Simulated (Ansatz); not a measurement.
From input file to script: CH₃AlZn, SMILES [CH2]1[AlH][Zn]1 in Ansatz 0.2.0.

```yaml
crystal:
  periodic: [false, false, false]
  atoms:
    - { symbol: C, position_ang: [-0.3864, -0.3536, -0.669] }
    - { symbol: Al, position_ang: [0.5784, 0.3963, 0.8778] }
    - { symbol: Zn, position_ang: [1.2097, 0.1195, -1.3322] }
    - { symbol: H, position_ang: [-0.6814, -1.3391, -0.4746] }
    - { symbol: H, position_ang: [-1.3263, 0.3177, -0.8751] }
    - { symbol: H, position_ang: [0.648, 0.7952, 2.427] }
basis:
  gaussian:
    orbitals: def2-SVP
correlation:
  active_space:
    window:
      electrons: 6
      orbitals: 7
scf:
  lower_state_search: light
```

The script, `ch3alzn.py`:
```python
"""Static correlation in CH3AlZn: natural occupations of an active space."""

import ansatz as az
from ase import Atoms


def main() -> None:
    atoms = Atoms(["C", "Al", "Zn", "H", "H", "H"], positions=[
        (-0.3864, -0.3536, -0.669),
        (0.5784, 0.3963, 0.8778),
        (1.2097, 0.1195, -1.3322),
        (-0.6814, -1.3391, -0.4746),
        (-1.3263, 0.3177, -0.8751),
        (0.648, 0.7952, 2.427),
    ])
    geometry = az.Crystal.molecule_from_ase(atoms)

    calc = (
        geometry.calculation()
        .basis(gaussian="def2-SVP")
        .scf(lower_state_search="light")
        .correlation(active_electrons=6, active_orbitals=7)
    )
    for method in [None]:
        report = (calc if method is None else calc.correlation(method)).run(threads=1).report
        space = report["configurations"]
        state = space["states"][0]
        print(method or "casscf", f"total {report['free_energy_ev'] / 27.211386246:.6f} Ha, active-space state {state['energy']['hartree']:.6f} Ha, mean field {report['reference_energy_ev'] / 27.211386246:.6f} Ha")
        print("  determinants", state["n_determinants"], " natural occupations", [round(n, 3) for n in space["natural_occupations"]])


if __name__ == "__main__":
    main()
```

Output of `python ch3alzn.py`:
```text
casscf total -2058.906542 Ha, active-space state -2058.906542 Ha, mean field -2058.836485 Ha
  determinants 1225  natural occupations [1.978, 1.97, 1.968, 0.03, 0.024, 0.021, 0.009]
```

The settings weren't tested for convergence. The geometry is a force-field or estimated start, not a minimum of this method, and the basis set is short of its limit. The active space starts as a window about the frontier orbitals and is then optimised, not chosen by chemistry. Finished in 54 s on 1 thread of Arm Neoverse N1, on a shared host, peak memory 0.28 GiB.

(Lines on the test bed's own set-up are left out of the output.)
